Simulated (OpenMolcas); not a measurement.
# A workflow on C2H2Cl2Si (SMILES C#C[SiH](Cl)Cl)

Wanted: the energy (HF/ANO-R0), then the energy (CASSCF(2,2)/ANO-R1), then the energy along one coordinate (CASPT2(2,2)/ANO-R1), then an energy scan (SC-NEVPT2(2,2)/ANO-R1), then the energy along one coordinate (MC-PDFT[tPBE](2,2)/ANO-R1) of C2H2Cl2Si. 

Program for the calculation: OpenMolcas 26.06.

**1. The molecule**

C2H2Cl2Si: 7 atoms, total charge 0, spin state singlet. As SMILES, `C#C[SiH](Cl)Cl`. Geometry: relaxed at PBE0-D4/def2-TZVP.

Bond lengths: C1–C2 1.205 Å, C2–Si3 1.807 Å, Si3–Cl4 2.037 Å, Si3–Cl5 2.037 Å, C1–H6 1.066 Å, Si3–H7 1.472 Å. Angles: C1–C2–Si3 179.1°, C2–Si3–Cl4 109.2°, C2–Si3–Cl5 109.2°, Cl4–Si3–Cl5 109.6°, C2–C1–H6 179.8°, C2–Si3–H7 111.4°, Cl4–Si3–H7 108.7°, Cl5–Si3–H7 108.7°.

**2. The energy at HF/ANO-R0 (sfX2C) (run 1)**

File geom.xyz:

```xyz
7

C      0.222100    -0.669300     1.881600
C      0.127700    -0.285200     0.743200
Si     0.012700     0.282700    -0.968900
Cl    -1.510600    -0.698400    -1.899200
Cl    -0.353700     2.286200    -0.986900
H      0.302500    -1.008200     2.889500
H      1.260700     0.024000    -1.705100
```

File step1.input:

```
&GATEWAY
Coord=geom.xyz
Basis=ANO-R0
Group=NoSym
&SEWARD
&SCF
PrOrbitals=0
&LOCALISATION
Occupied
Freeze
Pipek-Mezey
&LOCALISATION
FileOrb=$Project.LocOrb
Virtual
Pipek-Mezey
```

Run with:

```console
export MOLCAS_MEM=1860
pymolcas step1.input > step1.log
```

What it wrote:

```text
--- Start Module: gateway ---
[...]
--- Stop Module: gateway /rc=_RC_ALL_IS_WELL_ ---
[...]
      Basis functions           39
[...]
       Convergence after  11 Iterations
[...]
::    Total SCF energy                              -1287.8800877464
[...]
      Total spin, S                                     0.0000000000
[...]
      Total electronic charge=   62.000000
      Total            charge=   -0.000000
[...]
      Dipole Moment (debye):
      Origin of the operator (angstrom)=   -0.4766    0.4114   -0.7693
                   X=  3.2234E-01               Y= -6.0932E-01               Z=  1.5864E+00           Total=  1.7297E+00
      Quadrupole Moment (debye*angstrom):
[...]
--- Start Module: localisation ---
[...]
--- Stop Module: localisation /rc=_RC_ALL_IS_WELL_ ---
--- Start Module: localisation ---
[...]
--- Stop Module: localisation /rc=_RC_ALL_IS_WELL_ ---
[...]
```

It took 3.9 s on 1 thread of Arm Neoverse V1, shared host; peak memory 0.38 GiB.

**3. The energy at CASSCF(2,2)/ANO-R1 (sfX2C, RICD fitting) (run 2)**

geom.xyz is that of step 2.

File step2.inp:

```
* C2H2Cl2Si CASSCF
&GATEWAY
COORD=geom.xyz
BASIS=ANO-R0
GROUP=NoSym
&SEWARD
&RASSCF
FILEORB=$CurrDir/step1.LocOrb
ALTER=2
1 21 31
1 32 38
SPIN=1
NACTEL=2 0 0
INACTIVE=30
RAS2=2
ORBLISTING=Nothing
>>> COPY $Project.RunFile RUNFIL1
>>> COPY $Project.RasOrb INPORB
&GATEWAY
COORD=geom.xyz
BASIS=ANO-R1
GROUP=NoSym
RICD
&SEWARD
>>> COPY $Project.RunFile RUNFIL2
&EXPBAS
&RASSCF
FILEORB=$Project.ExpOrb
SPIN=1
NACTEL=2 0 0
INACTIVE=30
RAS2=2
ORBLISTING=Nothing
```

Run with:

```console
export MOLCAS_MEM=1860
pymolcas step2.inp > step2.log
```

What it wrote:

```text
--- Start Module: gateway ---
[...]
      Basis functions           39
[...]
      Number of active orbitals                  2
[...]
      Spin quantum number                      0.0
[...]
      Active orbitals                            2
[...]
      Number of CSFs                             3
[...]
      Number of root(s) required                 1
[...]
      Convergence after 12 iterations
[...]
      printout of CI-coefficients larger than  0.05 for root  1
      energy=   -1287.890080
      conf/sym  11     Coeff  Weight
             1  20   0.99631 0.99263
             3  02  -0.08582 0.00737
      Natural orbitals and occupation numbers for root  1
      sym 1:   1.985269   0.014731
      ************************************************************************************************************************
      *                                                    Final results                                                     *
[...]
::    RASSCF root number  1 Total energy:  -1287.89008025
[...]
      Basis functions           92
[...]
      Convergence after 17 iterations
[...]
      Natural orbitals and occupation numbers for root  1
      sym 1:   1.988183   0.011817
      ************************************************************************************************************************
      *                                                    Final results                                                     *
[...]
::    RASSCF root number  1 Total energy:  -1288.41440455
[...]
      Total electronic charge=   62.000000
      Total            charge=   -0.000000
[...]
      Dipole Moment (debye):
      Origin of the operator (angstrom)=   -0.4766    0.4114   -0.7693
                   X=  1.1605E+00               Y= -9.4614E-01               Z=  1.6251E+00           Total=  2.2097E+00
      Quadrupole Moment (debye*angstrom):
[...]
```

Run time: 14 s. Hardware: 1 thread of Arm Neoverse V1, shared host; peak memory 0.38 GiB.

**4. An energy scan at CASPT2(2,2)/ANO-R1 (sfX2C, RICD fitting, ipea shift 0.25 Eh, pt2 variant SS) (run 3)**

File step3.input:

```
>>> EXPORT MOLCAS_PRINT=2
>>> COPY $CurrDir/step2.RasOrb $Project.RasOrb
>>> ForEach K in (1, 2, 3, 4, 5, 6, 7, 8, 9)
&GATEWAY
Coord=$CurrDir/point$K.xyz
Basis=ANO-R1
Group=NoSym
RICD
&SEWARD
&RASSCF
FileOrb=$Project.RasOrb
Spin=1
Nactel=2 0 0
Inactive=30
Ras2=2
OrbListing=Nothing
&CASPT2
Imaginary=0.2
Frozen=17
>>> EndDo
```

Run with:

```console
export MOLCAS_MEM=1860
pymolcas step3.input > step3.log
```

What it wrote:

```text
[...]
      Basis functions           92
[...]
      Number of active orbitals                  2
[...]
      Spin quantum number                      0.0
[...]
      Active orbitals                            2
[...]
      Number of CSFs                             3
[...]
      Number of root(s) required                 1
[...]
      Convergence after 13 iterations
[...]
      printout of CI-coefficients larger than  0.05 for root  1
      energy=   -1288.389329
      conf/sym  11     Coeff  Weight
             1  20   0.99811 0.99623
             3  02  -0.06142 0.00377
      Natural orbitals and occupation numbers for root  1
      sym 1:   1.992455   0.007545
      ************************************************************************************************************************
      *                                                    Final results                                                     *
[...]
::    RASSCF root number  1 Total energy:  -1288.38932923
[...]
::    CASPT2 Root  1     Total energy:  -1289.00184110
[...]
      Convergence after 14 iterations
[...]
      Natural orbitals and occupation numbers for root  1
      sym 1:   1.988199   0.011801
      ************************************************************************************************************************
      *                                                    Final results                                                     *
[...]
      Convergence after 13 iterations
[...]
      Convergence after 15 iterations
[...]
      Convergence after 10 iterations
[...]
::    RASSCF root number  1 Total energy:  -1288.23054879
[...]
::    CASPT2 Root  1     Total energy:  -1288.82215061
[...]
      Convergence after  9 iterations
[...]
::    RASSCF root number  1 Total energy:  -1288.22905604
[...]
      Reference weight:           0.79753
[...]
::    CASPT2 Root  1     Total energy:  -1288.81919225
[...]
```

Wall time 90 s (1 thread of Arm Neoverse V1, shared host); peak memory 0.085 GiB.

The scan, from its lowest point:

```csv
Si3–C2 (Å),energy (kJ/mol)
1.627,55.7
1.807,0.0
1.988,24.6
2.259,117.9
2.621,256.7
3.073,393.5
3.615,488.0
4.338,527.4
5.422,535.2
```

**5. An energy scan at SC-NEVPT2(2,2)/ANO-R1 (sfX2C, RICD fitting, pt2 variant SC-NEVPT2) (run 4)**

File step4.inp:

```
>>> EXPORT MOLCAS_PRINT=2
>>> COPY $CurrDir/step2.RasOrb $Project.RasOrb
>>> ForEach K in (1, 2, 3, 4, 5, 6, 7, 8, 9)

&GATEWAY
 COORD = $CurrDir/point$K.xyz
 BASIS = ANO-R1
 GROUP = NoSym
 RICD

&SEWARD

&RASSCF
 FILEORB = $Project.RasOrb
 SPIN = 1
 NACTEL = 2 0 0
 INACTIVE = 30
 RAS2 = 2
 ORBLISTING = Nothing

&CASPT2
 SC-NEVPT2
 FROZEN = 17
>>> EndDo
```

Run with:

```console
export MOLCAS_MEM=1860
pymolcas step4.inp > step4.log
```

What it wrote:

```text
--- Start Module: gateway ---
[...]
      Basis functions           92
[...]
      Number of active orbitals                  2
[...]
      Spin quantum number                      0.0
[...]
      Active orbitals                            2
[...]
      Number of CSFs                             3
[...]
      Number of root(s) required                 1
[...]
      Convergence after 13 iterations
[...]
      printout of CI-coefficients larger than  0.05 for root  1
      energy=   -1288.389329
      conf/sym  11     Coeff  Weight
             1  20   0.99811 0.99623
             3  02  -0.06142 0.00377
      Natural orbitals and occupation numbers for root  1
      sym 1:   1.992455   0.007545
      ************************************************************************************************************************
      *                                                    Final results                                                     *
[...]
::    RASSCF root number  1 Total energy:  -1288.38932923
[...]
::    SC-NEVPT2 Root  1     Total energy:  -1288.99612578
[...]
      Convergence after 14 iterations
[...]
      Natural orbitals and occupation numbers for root  1
      sym 1:   1.988199   0.011801
      ************************************************************************************************************************
      *                                                    Final results                                                     *
[...]
      Convergence after 13 iterations
[...]
      Convergence after 15 iterations
[...]
      Convergence after 10 iterations
[...]
::    RASSCF root number  1 Total energy:  -1288.23054879
[...]
::    SC-NEVPT2 Root  1     Total energy:  -1288.81732059
[...]
      Convergence after  9 iterations
[...]
::    RASSCF root number  1 Total energy:  -1288.22905604
[...]
::    SC-NEVPT2 Root  1     Total energy:  -1288.81478464
[...]
```

Run time: 86 s. Hardware: 1 thread of Arm Neoverse V1, shared host; peak memory 0.085 GiB.

The scan, from its lowest point:

```
Si3–C2 (Å)  energy (kJ/mol)
     1.627             57.5
     1.807              0.0
     1.988             22.7
     2.259            113.8
     2.621            251.9
     3.073            391.2
     3.615            488.8
     4.338            526.9
     5.422            533.6
```

**6. An energy scan at MC-PDFT[tPBE](2,2)/ANO-R1 (sfX2C, RICD fitting) (run 5)**

File step5.input:

```
>>> COPY $CurrDir/step2.RasOrb $Project.RasOrb
>>> ForEach K in (1, 2, 3, 4, 5, 6, 7, 8, 9)
&GATEWAY
Coord = $CurrDir/point$K.xyz
Basis = ANO-R1
Group = NoSym
RICD
&SEWARD
&RASSCF
FileOrb = $Project.RasOrb
Spin = 1
Nactel = 2 0 0
Inactive = 30
Ras2 = 2
OrbListing = Nothing
&MCPDFT
KSDFT = T:PBE
>>> EndDo
```

Run with:

```console
export MOLCAS_MEM=1860
pymolcas step5.input > step5.log
```

What it wrote:

```text
--- Start Module: gateway ---
[...]
      Basis functions           92
[...]
      Number of active orbitals                  2
[...]
      Spin quantum number                      0.0
[...]
      Active orbitals                            2
[...]
      Number of CSFs                             3
[...]
      Number of root(s) required                 1
[...]
      Convergence after 13 iterations
[...]
      printout of CI-coefficients larger than  0.05 for root  1
      energy=   -1288.389329
      conf/sym  11     Coeff  Weight
             1  20   0.99811 0.99623
             3  02  -0.06142 0.00377
      Natural orbitals and occupation numbers for root  1
      sym 1:   1.992455   0.007545
      ************************************************************************************************************************
      *                                                    Final results                                                     *
[...]
::    RASSCF root number  1 Total energy:  -1288.38932923
[...]
::    MCPDFT root number  1 Total energy:  -1290.20812138
[...]
      Convergence after 14 iterations
[...]
      Natural orbitals and occupation numbers for root  1
      sym 1:   1.988199   0.011801
      ************************************************************************************************************************
      *                                                    Final results                                                     *
[...]
      Convergence after 13 iterations
[...]
      Convergence after 15 iterations
[...]
      Convergence after 10 iterations
[...]
::    RASSCF root number  1 Total energy:  -1288.23054879
[...]
::    MCPDFT root number  1 Total energy:  -1290.01935465
[...]
      Convergence after  9 iterations
[...]
::    RASSCF root number  1 Total energy:  -1288.22905604
[...]
::    MCPDFT root number  1 Total energy:  -1290.01676153
[...]
```

Wall time 92 s (1 thread of Arm Neoverse V1, shared host); peak memory 0.085 GiB.

The scan, from its lowest point:

| Si3–C2 (Å) | energy (kJ/mol) |
| --- | --- |
| 1.627 | 53.2 |
| 1.807 | 0.0 |
| 1.988 | 24.6 |
| 2.259 | 116.0 |
| 2.621 | 252.6 |
| 3.073 | 392.1 |
| 3.615 | 501.7 |
| 4.338 | 548.9 |
| 5.422 | 555.7 |

**7. Summary of results**

```
                                                   quantity           value
                             run 1, HF/ANO-R0: total energy  -1287.88009 Eh
                            run 1, HF/ANO-R0: dipole moment          1.73 D
                              run 1, HF/ANO-R0: HOMO energy       -11.93 eV
                              run 1, HF/ANO-R0: LUMO energy         3.37 eV
                            run 1, HF/ANO-R0: HOMO–LUMO gap        15.30 eV
                    run 2, CASSCF(2,2)/ANO-R1: total energy  -1288.41440 Eh
  run 2, CASSCF(2,2)/ANO-R1: dipole moment (CASSCF density)          2.21 D
       run 3, CASPT2(2,2)/ANO-R1: lowest energy of the scan  -1289.02304 Eh
    run 4, SC-NEVPT2(2,2)/ANO-R1: lowest energy of the scan  -1289.01801 Eh
run 5, MC-PDFT[tPBE](2,2)/ANO-R1: lowest energy of the scan  -1290.22840 Eh
```
